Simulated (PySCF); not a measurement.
**[Pr(H2O)5]3+: forces at shaken geometries**

Aim: move all atoms of relaxed [Pr(H2O)5]3+ at random and read energies and forces. The species was built from a template and needn't be a known compound.

Computed with PySCF 2.14.0. Level: r2SCAN, Pr lcecp-1-SVP with ECP48, O def2-SVP, H def2-SVP; scalar-relativistic core potentials, no spin–orbit coupling.

5 further runs of the same task are left out: 2 for a known fault of the program, 1 that didn't finish, 2 set aside as unsound or not needed.

## Step 1: The starting structure

16 atoms, charge 3, spin multiplicity 1.

Bond lengths: Pr1–O2 2.452 Å, Pr1–O5 2.452 Å, Pr1–O8 2.420 Å, Pr1–O11 2.443 Å, Pr1–O14 2.443 Å, O2–H3 0.981 Å, O2–H4 0.981 Å, O5–H6 0.981 Å, O5–H7 0.981 Å, O8–H9 0.983 Å, O8–H10 0.983 Å, O11–H12 0.982 Å, O11–H13 0.982 Å, O14–H15 0.982 Å, O14–H16 0.982 Å. Angles: O2–Pr1–O5 156.8°, O2–Pr1–O8 101.6°, O2–Pr1–O11 85.6°, O2–Pr1–O14 86.0°, O5–Pr1–O8 101.6°, O5–Pr1–O11 86.0°, O5–Pr1–O14 85.6°, O8–Pr1–O11 111.5°, O8–Pr1–O14 111.5°, O11–Pr1–O14 136.9°, Pr1–O2–H3 128.8°, Pr1–O2–H4 128.0°, H3–O2–H4 103.2°, Pr1–O5–H6 128.8°, Pr1–O5–H7 128.0°, H6–O5–H7 103.2°, Pr1–O8–H9 128.4°, Pr1–O8–H10 128.4° and more.

As a file:

```xyz
16
H10O5Pr
Pr    0.0011    0.0000    0.0000
O    -0.4925    0.0440    2.4014
H    -0.8632    0.7760    2.9394
H    -0.3835   -0.6811    3.0532
O    -0.4925   -0.0440   -2.4014
H    -0.8632   -0.7760   -2.9394
H    -0.3835    0.6811   -3.0532
O     2.4216    0.0000    0.0000
H     3.0315   -0.1334   -0.7591
H     3.0315    0.1334    0.7591
O    -0.8952    2.2721   -0.0333
H    -0.4318    3.1144    0.1662
H    -1.8017    2.5642   -0.2708
O    -0.8952   -2.2721    0.0333
H    -1.8017   -2.5642    0.2708
H    -0.4318   -3.1144   -0.1662
```

Formal oxidation states: Pr +3. Each metal's 2 4f electrons lie in its core potential, so multiplicities, spins and levels count the valence alone. An earlier session relaxed this geometry at r2SCAN, Pr lcecp-1-SVP with ECP48, O def2-SVP, H def2-SVP (singlet, point group C2).

Its energy there is -413.675066 Eh.

## Step 2: Atoms moved at random, σ = 0.1 Å

Input file run.py (the lines that set the calculation):

```python
mol = gto.M(atom='''
Pr     0.09304     0.05147     0.01272
O     -0.50341     0.00753     2.53076
H     -0.96300     0.86868     3.07861
H     -0.28620    -0.68199     2.95914
O     -0.43028     0.00435    -2.24010
H     -0.92285    -0.85680    -3.00674
H     -0.39669     0.77059    -3.16196
O      2.22065    -0.05773    -0.01083
H      2.95042     0.03808    -0.75533
H      3.02186     0.14516     0.59217
O     -0.94296     2.33331     0.12474
H     -0.23347     3.03221     0.20940
H     -1.71311     2.43872    -0.25893
O     -0.89804    -2.22070     0.01052
H     -1.76000    -2.65475     0.18422
H     -0.48612    -3.21814    -0.26838''',
    basis={'Pr': 'lcecp-1-SVP', 'O': 'def2-SVP', 'H': 'def2-SVP'},
    ecp={'Pr': 'lcecp-1-SVP'},
    charge=3, spin=0)
mf = dft.RKS(mol, xc='R2SCAN')
mf.grids.atom_grid = (50, 194)  # f atoms: unpruned, at least (60, 302)
mf = mf.density_fit()  # fitting sets: Pr AutoAux, O def2-universal-JKFIT, H def2-universal-JKFIT
mf.conv_tol = 1e-08; mf.max_cycle = 55
mf.kernel(dm0)  # dm0: the density of the relaxed state
```

Run with:

```
> OMP_NUM_THREADS=4 python run.py
```

Output:

```text
init E= -412.860127576197
  HOMO = -0.865390890416343  LUMO = -0.664447074668399  gap/eV = 5.46796
cycle= 1 E= -413.429630013602  delta_E= -0.57  |g|= 0.531  |ddm|= 0.931
  HOMO = -0.641750041978781  LUMO = -0.508632557301398  gap/eV = 3.62231
cycle= 2 E= -413.197227457902  delta_E= 0.232  |g|= 1.18  |ddm|= 1.07
  HOMO = -0.742801241260658  LUMO = -0.523766104837872  gap/eV = 5.96025
cycle= 3 E= -413.486216022525  delta_E= -0.289  |g|= 0.11  |ddm|= 0.771
  HOMO = -0.755222376813028  LUMO = -0.52902690841947  gap/eV = 6.15509
cycle= 4 E= -413.488053467444  delta_E= -0.00184  |g|= 0.0551  |ddm|= 0.0992
  HOMO = -0.750604684731904  LUMO = -0.530699175992452  gap/eV = 5.98393
cycle= 5 E= -413.488614432187  delta_E= -0.000561  |g|= 0.00883  |ddm|= 0.0411
  HOMO = -0.751099819737203  LUMO = -0.530263120172736  gap/eV = 6.00927
cycle= 6 E= -413.488629825995  delta_E= -1.54e-05  |g|= 0.00282  |ddm|= 0.00867
  HOMO = -0.751216917011899  LUMO = -0.530343602810185  gap/eV = 6.01027
cycle= 7 E= -413.488631134248  delta_E= -1.31e-06  |g|= 0.00111  |ddm|= 0.00226
  HOMO = -0.751229096338299  LUMO = -0.530412728727275  gap/eV = 6.00872
cycle= 8 E= -413.488631363  delta_E= -2.29e-07  |g|= 0.000245  |ddm|= 0.000822
  HOMO = -0.751228039135228  LUMO = -0.530399781248225  gap/eV = 6.00904
cycle= 9 E= -413.488631375832  delta_E= -1.28e-08  |g|= 8.06e-05  |ddm|= 0.000261
  HOMO = -0.751223716781105  LUMO = -0.530402171025212  gap/eV = 6.00886
cycle= 10 E= -413.48863137698  delta_E= -1.15e-09  |g|= 2.04e-05  |ddm|= 6.07e-05
  HOMO = -0.75122890994259  LUMO = -0.530405029856507  gap/eV = 6.00892
Extra cycle  E= -413.488631376853  delta_E= 1.27e-10  |g|= 3.35e-05  |ddm|= 3.96e-05
converged SCF energy = -413.488631376853
```

Run time: 6.5 s. Hardware: 4 threads of AMD EPYC 9R45 (Zen 5), shared host.

Read off: E = -413.488631 Eh (+5.073 eV from the relaxed state), HOMO -20.44 eV, LUMO -14.43 eV, Mulliken charge on Pr1 +1.54 e, largest force component 12.335 eV/Å. 

```
atom      Fx      Fy  Fz (eV/Å)
 Pr1  -4.245  -0.345      1.404
  O2  -3.951  12.335     -5.737
  H3   1.876  -4.020     -1.438
  H4   2.253  -8.313      6.619
  O5  -2.163  -0.450     -8.233
  H6   1.997   3.249      3.536
  H7   0.050  -2.753      4.019
  O8   7.541   1.114     -1.012
  H9  -2.137  -0.648      0.027
 H10  -1.609  -0.477      0.902
 O11   8.968  -2.623      3.755
 H12  -2.046   0.206     -0.458
 H13  -6.734   2.474     -3.408
 O14   1.396  -4.416     -1.207
 H15  -0.676   0.947      0.410
 H16  -0.520   3.721      0.821
```

## Step 3: Atoms moved at random, σ = 0.03 Å

Input file run.py (the lines that set the calculation):

```python
mol = gto.M(atom='''
Pr     0.02294    -0.00165    -0.03579
O     -0.47055     0.03135     2.42698
H     -0.85979     0.77668     2.93454
H     -0.37639    -0.65637     3.04213
O     -0.54174    -0.09722    -2.41123
H     -0.90843    -0.78107    -2.93428
H     -0.37888     0.73378    -3.11594
O      2.44369    -0.02475     0.00979
H      3.03629    -0.07529    -0.70927
H      3.00331     0.09508     0.75170
O     -0.88936     2.26800    -0.02516
H     -0.44223     3.14526     0.12853
H     -1.82049     2.59336    -0.25744
O     -0.85996    -2.30121     0.05507
H     -1.83601    -2.58823     0.26562
H     -0.37257    -3.11773    -0.12526''',
    basis={'Pr': 'lcecp-1-SVP', 'O': 'def2-SVP', 'H': 'def2-SVP'},
    ecp={'Pr': 'lcecp-1-SVP'},
    charge=3, spin=0)
mf = dft.RKS(mol, xc='R2SCAN')
mf.grids.atom_grid = (50, 194)  # f atoms: unpruned, at least (60, 302)
mf = mf.density_fit()  # fitting sets: Pr AutoAux, O def2-universal-JKFIT, H def2-universal-JKFIT
mf.conv_tol = 1e-08; mf.max_cycle = 55
mf.kernel(dm0)  # dm0: the density of the relaxed state
```

Run with:

```
> OMP_NUM_THREADS=4 python run.py
```

Output:

```text
init E= -413.615578019775
  HOMO = -0.77895279854062  LUMO = -0.547932853223401  gap/eV = 6.28637
cycle= 1 E= -413.647195198064  delta_E= -0.0316  |g|= 0.132  |ddm|= 0.273
  HOMO = -0.764268144075766  LUMO = -0.538518146552921  gap/eV = 6.14297
cycle= 2 E= -413.642253497249  delta_E= 0.00494  |g|= 0.214  |ddm|= 0.239
  HOMO = -0.781125200938975  LUMO = -0.539533211359665  gap/eV = 6.57405
cycle= 3 E= -413.650952453961  delta_E= -0.0087  |g|= 0.0194  |ddm|= 0.14
  HOMO = -0.780936767484494  LUMO = -0.539731940568969  gap/eV = 6.56352
cycle= 4 E= -413.651018304965  delta_E= -6.59e-05  |g|= 0.00647  |ddm|= 0.0166
  HOMO = -0.780982343023071  LUMO = -0.539761129200113  gap/eV = 6.56396
cycle= 5 E= -413.651025814124  delta_E= -7.51e-06  |g|= 0.00161  |ddm|= 0.00471
  HOMO = -0.780964765907167  LUMO = -0.539809774504541  gap/eV = 6.56216
cycle= 6 E= -413.651026310007  delta_E= -4.96e-07  |g|= 0.000281  |ddm|= 0.00123
  HOMO = -0.780959824159486  LUMO = -0.539802692132888  gap/eV = 6.56222
cycle= 7 E= -413.651026325284  delta_E= -1.53e-08  |g|= 0.00011  |ddm|= 0.000289
  HOMO = -0.780963108959156  LUMO = -0.539802244188848  gap/eV = 6.56232
cycle= 8 E= -413.65102632737  delta_E= -2.09e-09  |g|= 3.51e-05  |ddm|= 8.86e-05
  HOMO = -0.780962595062126  LUMO = -0.53980309771572  gap/eV = 6.56228
Extra cycle  E= -413.651026326984  delta_E= 3.86e-10  |g|= 5.76e-05  |ddm|= 6.35e-05
converged SCF energy = -413.651026326984
```

Run time: 5.8 s. Hardware: 4 threads of AMD EPYC 9R45 (Zen 5), shared host.

It gives: E = -413.651026 Eh (+0.654 eV from the relaxed state), HOMO -21.25 eV, LUMO -14.69 eV, Mulliken charge on Pr1 +1.64 e, largest force component 4.813 eV/Å. 

```
atom      Fx      Fy  Fz (eV/Å)
 Pr1  -0.289  -0.203      0.318
  O2  -0.320   2.343     -2.338
  H3   0.081  -0.150      0.005
  H4   0.287  -2.181      2.013
  O5   1.706   4.813     -0.704
  H6  -0.979  -1.741     -1.505
  H7  -0.679  -3.021      2.257
  O8  -3.033  -0.023      0.111
  H9   1.692  -0.217     -2.166
 H10   1.436   0.271      2.049
 O11  -0.989   1.212     -0.312
 H12  -0.038  -0.628      0.004
 H13   1.056  -0.645      0.292
 O14  -2.240   0.466      0.499
 H15   2.207   0.384     -0.470
 H16   0.102  -0.680     -0.052
```

## Step 4: Atoms moved at random, σ = 0.06 Å

Input file run.py (the lines that set the calculation):

```python
mol = gto.M(atom='''
Pr    -0.02186     0.04295     0.00847
O     -0.46288     0.06886     2.45759
H     -0.86311     0.78752     2.89377
H     -0.36065    -0.75138     2.96025
O     -0.48163    -0.12103    -2.30865
H     -1.06593    -0.79807    -2.90451
H     -0.34109     0.76083    -3.16317
O      2.43370    -0.01334    -0.06025
H      3.04326    -0.15107    -0.71488
H      3.11427     0.13784     0.74940
O     -0.91869     2.26918     0.01303
H     -0.47365     3.09299     0.15953
H     -1.74403     2.59870    -0.29755
O     -0.89933    -2.30370     0.18471
H     -1.85796    -2.49119     0.26996
H     -0.35057    -3.12908    -0.24769''',
    basis={'Pr': 'lcecp-1-SVP', 'O': 'def2-SVP', 'H': 'def2-SVP'},
    ecp={'Pr': 'lcecp-1-SVP'},
    charge=3, spin=0)
mf = dft.RKS(mol, xc='R2SCAN')
mf.grids.atom_grid = (50, 194)  # f atoms: unpruned, at least (60, 302)
mf = mf.density_fit()  # fitting sets: Pr AutoAux, O def2-universal-JKFIT, H def2-universal-JKFIT
mf.conv_tol = 1e-08; mf.max_cycle = 55
mf.kernel(dm0)  # dm0: the density of the relaxed state
```

Run with:

```
> OMP_NUM_THREADS=4 python run.py
```

Output:

```text
init E= -413.264810889642
  HOMO = -0.817211054275472  LUMO = -0.604100258423388  gap/eV = 5.79904
cycle= 1 E= -413.568125769636  delta_E= -0.303  |g|= 0.385  |ddm|= 0.652
  HOMO = -0.684248144738781  LUMO = -0.527117040195425  gap/eV = 4.27576
cycle= 2 E= -413.464057751831  delta_E= 0.104  |g|= 0.818  |ddm|= 0.788
  HOMO = -0.771291994331723  LUMO = -0.532300163971435  gap/eV = 6.50330
cycle= 3 E= -413.599623908295  delta_E= -0.136  |g|= 0.0563  |ddm|= 0.534
  HOMO = -0.778699107903289  LUMO = -0.536522864243233  gap/eV = 6.58995
cycle= 4 E= -413.6000821713  delta_E= -0.000458  |g|= 0.0335  |ddm|= 0.0596
  HOMO = -0.776266259988029  LUMO = -0.536934519034958  gap/eV = 6.51255
cycle= 5 E= -413.600287088065  delta_E= -0.000205  |g|= 0.0054  |ddm|= 0.0235
  HOMO = -0.776941509307399  LUMO = -0.536680395256756  gap/eV = 6.53784
cycle= 6 E= -413.600292504487  delta_E= -5.42e-06  |g|= 0.00164  |ddm|= 0.00484
  HOMO = -0.776838547980451  LUMO = -0.536750672830738  gap/eV = 6.53312
cycle= 7 E= -413.600292984756  delta_E= -4.8e-07  |g|= 0.00056  |ddm|= 0.00137
  HOMO = -0.776875359298135  LUMO = -0.536780840232795  gap/eV = 6.53330
cycle= 8 E= -413.600293040595  delta_E= -5.58e-08  |g|= 0.000107  |ddm|= 0.000381
  HOMO = -0.776870595546124  LUMO = -0.536771253772152  gap/eV = 6.53344
cycle= 9 E= -413.600293043135  delta_E= -2.54e-09  |g|= 3.18e-05  |ddm|= 0.000121
  HOMO = -0.776873929252352  LUMO = -0.536774375239232  gap/eV = 6.53344
Extra cycle  E= -413.600293042816  delta_E= 3.19e-10  |g|= 5.25e-05  |ddm|= 5.59e-05
converged SCF energy = -413.600293042816
```

It took 6.2 s on 4 threads of AMD EPYC 9R45 (Zen 5), shared host.

Result: E = -413.600293 Eh (+2.035 eV from the relaxed state), HOMO -21.14 eV, LUMO -14.61 eV, Mulliken charge on Pr1 +1.61 e, largest force component 5.873 eV/Å. 

```
atom      Fx      Fy  Fz (eV/Å)
 Pr1   0.466  -0.731      0.507
  O2   1.344  -1.620     -3.172
  H3  -1.089   1.440      2.032
  H4  -0.303   0.127      1.023
  O5  -1.421   1.896     -5.643
  H6   1.774   1.856      1.769
  H7  -0.485  -3.718      3.560
  O8  -1.001   1.199      5.873
  H9   2.861  -0.801     -3.824
 H10  -2.109  -0.374     -1.977
 O11   0.856  -1.458      0.141
 H12   1.256   1.485      0.539
 H13  -2.234   0.364     -0.704
 O14   2.184  -1.109     -1.638
 H15   0.264  -0.784     -0.071
 H16  -2.363   2.229      1.586
```

## Step 5: The displacements side by side

| σ (Å) | energy rise (eV) | harmonic estimate −½ F·u (eV) | largest force component (eV/Å) |
| --- | --- | --- | --- |
| 0.1 | 5.073 | 4.655 | 12.33 |
| 0.03 | 0.654 | 0.624 | 4.81 |
| 0.06 | 2.035 | 1.819 | 5.87 |

Every displacement raises the energy. For a harmonic well the rise equals −½ F·u; the two differ by at most 11 % here (a move with σ = 0.06 Å), from anharmonicity, the grid and the small forces left at the relaxed point. The bases are small and lack diffuse functions. Spin–orbit coupling is left out.
